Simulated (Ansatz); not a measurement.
# TaN: the cost of one run

Method: DFT LDA+U (U_eff = 8 eV on Ta d), plane waves, PAW, no spin–orbit coupling unless a run says so, in Ansatz 0.2.0.

**1. The structure to begin with**

Symmetry: P6/mmm, No. 191, hexagonal system. Conventional cell: a = 5.185 Å, b = 5.185 Å, c = 2.908 Å, α = 90.00°, β = 90.00°, γ = 120.00°. Ta (site symmetry 6/mmm) is surrounded by 6 N at 2.59 Å and 2 Ta at 2.91 Å. Ta (site symmetry -6m2) has 6 N at 2.09 Å in its first shell of neighbours. Around N (site symmetry mmm) lie 6 Ta at 2.09 to 2.59 Å.

Structure file:

```xyz
6
Lattice="5.1850 0.0000 0.0000 -2.5925 4.4903 0.0000 0.0000 0.0000 2.9080" Properties=species:S:1:pos:R:3 pbc="T T T"
Ta    0.0000    0.0000    0.0000
Ta    0.0000    2.9936    1.4540
Ta    2.5925    1.4968    1.4540
N     2.5925    0.0000    0.0000
N     1.2963    2.2452    0.0000
N    -1.2963    2.2452    0.0000
```

**2. Ferromagnetic start, free, symmetry kept, no search**

input.yaml reads:

```yaml
crystal:
  lattice:
    - [5.1850002, 0.0, 0.0]
    - [-2.5925001, 4.49034189, 0.0]
    - [0.0, 0.0, 2.90800053]
  atoms:
    - { symbol: Ta, position: [0.0, 0.0, 0.0], spin: 2.0 }
    - { symbol: Ta, position: [0.3333333333, 0.6666666667, 0.5], spin: 2.0 }
    - { symbol: Ta, position: [0.6666666667, 0.3333333333, 0.5], spin: 2.0 }
    - { symbol: "N", position: [0.5, 0.0, 0.0] }
    - { symbol: "N", position: [0.5, 0.5, 0.0] }
    - { symbol: "N", position: [0.0, 0.5, 0.0] }
basis:
  ecutwfc: 420
  ecutrho_ratio: 4
kpoints:
  mp_grid: { grid: [4, 4, 7] }
hamiltonian:
  xc: lda
  hubbard:
    sites:
      - { site: 0, l: d, u_eff: 8.0 }
      - { site: 1, l: d, u_eff: 8.0 }
      - { site: 2, l: d, u_eff: 8.0 }
scf:
  occupations: { method: gaussian, width: 0.05 }
  lower_state_search: "off"
  max_iter: 150
output:
  forces: true
  stress: true
  eigenvalues: true
  populations: true
  hubbard: { sites: [{ site: 0, l: d }, { site: 1, l: d }, { site: 2, l: d }] }
magnetization:
  spin_polarized: true
```

Launch:

```console
> ansatz run input.yaml --threads 4 --pin off --max-ram 6144MiB --backend cpu --events-out ev --progress --plain --runs-dir out
```

What time and memory should one allow on 4 threads of Arm Neoverse V2, shared host?

About 3.3 s, with a peak of 0.42 GiB.
